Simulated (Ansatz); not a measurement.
**BH4P: interaction energy of a dimer with the counterpoise correction**

Wanted for BH4P: the interaction energy of a dimer with the counterpoise correction. SMILES: BP.

All numbers are computed with Ansatz 0.2.0 through its Python package. Level of theory: PBE0/def2-SVPD.

**1. Starting point**

Bond lengths: B1–P2 1.929 Å, B1–H3 1.181 Å, B1–H4 1.181 Å, P2–H5 1.453 Å, P2–H6 1.453 Å. Angles: B1–P2–H5 93.9°, B1–P2–H6 93.7°, H5–P2–H6 94.9°, P2–B1–H3 119.9°, P2–B1–H4 120.1°, H3–B1–H4 120.0°.

No structure file is read: the coordinates are typed or built in the script.

**2. The code**

Input file bh4p.py:

```python
"""Interaction energy of two BH4P molecules, with the counterpoise correction."""

import ansatz as az

FIRST = [
    ("B", (-0.8611, -0.003, -0.0633)),
    ("P", (0.9719, 0.1312, -0.6482)),
    ("H", (-1.5925, 0.9141, -0.2008)),
    ("H", (-1.2521, -0.9994, 0.4362)),
    ("H", (1.3863, -1.0746, 0.0482)),
    ("H", (1.3475, 1.0318, 0.4279)),
]
SECOND = [
    ("B", (-0.607, -5.419, 1.5243)),
    ("P", (-1.5652, -3.7674, 1.252)),
    ("H", (-1.0655, -6.2595, 2.2159)),
    ("H", (0.4396, -5.5894, 1.0039)),
    ("H", (-0.4279, -3.0912, 0.652)),
    ("H", (-1.3022, -3.2843, 2.5965)),
]

def energy(atoms, ghosts=()):
    molecule = az.Crystal.molecule()
    for symbol, xyz in atoms:
        molecule = molecule.atom(symbol, xyz)
    calc = (
        molecule.calculation()
        .basis(gaussian="def2-SVPD")
        .functional("PBE0")
    )
    deck = calc.input()
    if ghosts:
        deck = deck.set(az.key.basis.gaussian.ghost_atoms, [{"symbol": s, "position_ang": list(xyz)} for s, xyz in ghosts])
    return az.Session.from_dict(deck).plan().execute().report["free_energy_ev"]

# monomers in their own basis and in the basis of the dimer
both = energy(FIRST + SECOND)
alone = energy(FIRST) + energy(SECOND)
ghosted = energy(FIRST, SECOND) + energy(SECOND, FIRST)
print(f"dimer {both:.6f} eV")
print(f"interaction, uncorrected   {(both - alone):8.3f} eV")
print(f"interaction, counterpoise  {(both - ghosted):8.3f} eV")
print(f"basis-set superposition    {(alone - ghosted):8.3f} eV")
```

**3. The input behind the calls**

The engine receives this input (first run):

```yaml
crystal:
  periodic: [false, false, false]
  atoms:
    - { symbol: B, position_ang: [-0.8611, -0.003, -0.0633] }
    - { symbol: P, position_ang: [0.9719, 0.1312, -0.6482] }
    - { symbol: H, position_ang: [-1.5925, 0.9141, -0.2008] }
    - { symbol: H, position_ang: [-1.2521, -0.9994, 0.4362] }
    - { symbol: H, position_ang: [1.3863, -1.0746, 0.0482] }
    - { symbol: H, position_ang: [1.3475, 1.0318, 0.4279] }
    - { symbol: B, position_ang: [-0.607, -5.419, 1.5243] }
    - { symbol: P, position_ang: [-1.5652, -3.7674, 1.252] }
    - { symbol: H, position_ang: [-1.0655, -6.2595, 2.2159] }
    - { symbol: H, position_ang: [0.4396, -5.5894, 1.0039] }
    - { symbol: H, position_ang: [-0.4279, -3.0912, 0.652] }
    - { symbol: H, position_ang: [-1.3022, -3.2843, 2.5965] }
basis:
  gaussian:
    orbitals: def2-SVPD
hamiltonian:
  xc: pbe0
```

**4. Launch**

The run is started by

```console
python bh4p.py
```

What it wrote:

```text
dimer -20042.353059 eV
interaction, uncorrected      0.014 eV
interaction, counterpoise     0.037 eV
basis-set superposition       0.023 eV
```

It took 18 s on 1 thread of AMD EPYC 7R43 (Zen 3), shared host; peak memory 0.32 GiB.

**5. Inputs of later runs**

The engine's inputs for some of the other runs:

Run 3, against run 1:

```diff
@@ -4,6 +3,0 @@
-    - { symbol: B, position_ang: [-0.8611, -0.003, -0.0633] }
-    - { symbol: P, position_ang: [0.9719, 0.1312, -0.6482] }
-    - { symbol: H, position_ang: [-1.5925, 0.9141, -0.2008] }
-    - { symbol: H, position_ang: [-1.2521, -0.9994, 0.4362] }
-    - { symbol: H, position_ang: [1.3863, -1.0746, 0.0482] }
-    - { symbol: H, position_ang: [1.3475, 1.0318, 0.4279] }
```

Run 4, against run 1:

```diff
@@ -10,6 +9,0 @@
-    - { symbol: B, position_ang: [-0.607, -5.419, 1.5243] }
-    - { symbol: P, position_ang: [-1.5652, -3.7674, 1.252] }
-    - { symbol: H, position_ang: [-1.0655, -6.2595, 2.2159] }
-    - { symbol: H, position_ang: [0.4396, -5.5894, 1.0039] }
-    - { symbol: H, position_ang: [-0.4279, -3.0912, 0.652] }
-    - { symbol: H, position_ang: [-1.3022, -3.2843, 2.5965] }
@@ -18,0 +13,7 @@
+    ghost_atoms:
+      - { symbol: B, position_ang: [-0.607, -5.419, 1.5243] }
+      - { symbol: P, position_ang: [-1.5652, -3.7674, 1.252] }
+      - { symbol: H, position_ang: [-1.0655, -6.2595, 2.2159] }
+      - { symbol: H, position_ang: [0.4396, -5.5894, 1.0039] }
+      - { symbol: H, position_ang: [-0.4279, -3.0912, 0.652] }
+      - { symbol: H, position_ang: [-1.3022, -3.2843, 2.5965] }
```

Run 5, against run 1:

```diff
@@ -4,6 +3,0 @@
-    - { symbol: B, position_ang: [-0.8611, -0.003, -0.0633] }
-    - { symbol: P, position_ang: [0.9719, 0.1312, -0.6482] }
-    - { symbol: H, position_ang: [-1.5925, 0.9141, -0.2008] }
-    - { symbol: H, position_ang: [-1.2521, -0.9994, 0.4362] }
-    - { symbol: H, position_ang: [1.3863, -1.0746, 0.0482] }
-    - { symbol: H, position_ang: [1.3475, 1.0318, 0.4279] }
@@ -18,0 +13,7 @@
+    ghost_atoms:
+      - { symbol: B, position_ang: [-0.8611, -0.003, -0.0633] }
+      - { symbol: P, position_ang: [0.9719, 0.1312, -0.6482] }
+      - { symbol: H, position_ang: [-1.5925, 0.9141, -0.2008] }
+      - { symbol: H, position_ang: [-1.2521, -0.9994, 0.4362] }
+      - { symbol: H, position_ang: [1.3863, -1.0746, 0.0482] }
+      - { symbol: H, position_ang: [1.3475, 1.0318, 0.4279] }
```

Lines on the test bed's own set-up are left out of the output.

**6. Run by run**

The 5 runs, in the order started:

```csv
run,system,ghost atoms,energy (eV),SCF cycles,CPU time (s)
1,B2H8P2,not set,-20042.3531,16,5.7
2,BH4P,not set,-10021.1835,15,1.3
3,BH4P,not set,-10021.1835,15,1.4
4,BH4P,a list of 6,-10021.1929,15,4
5,BH4P,a list of 6,-10021.1975,15,4.8
```

Totals carry meaning only in balanced differences at one level of theory.

**7. Outcome**

```
                        quantity     value
 interaction energy, uncorrected  0.014 eV
interaction energy, counterpoise  0.037 eV
                   runs compared         5
```

The pair is unbound at this geometry and level. Uncorrected it is 0.014 eV, with the counterpoise correction 0.037 eV; the difference, 0.02 eV, is the superposition error. The pose is repulsive. Notes:
- The dimer is a generated trial pose of unrelaxed monomers, not a minimum, so the figure is no binding energy, and the basis set is small.
- This level lacks the dispersion part of the attraction (electrostatics and induction are there), which can decide the sign where the interaction is weak.
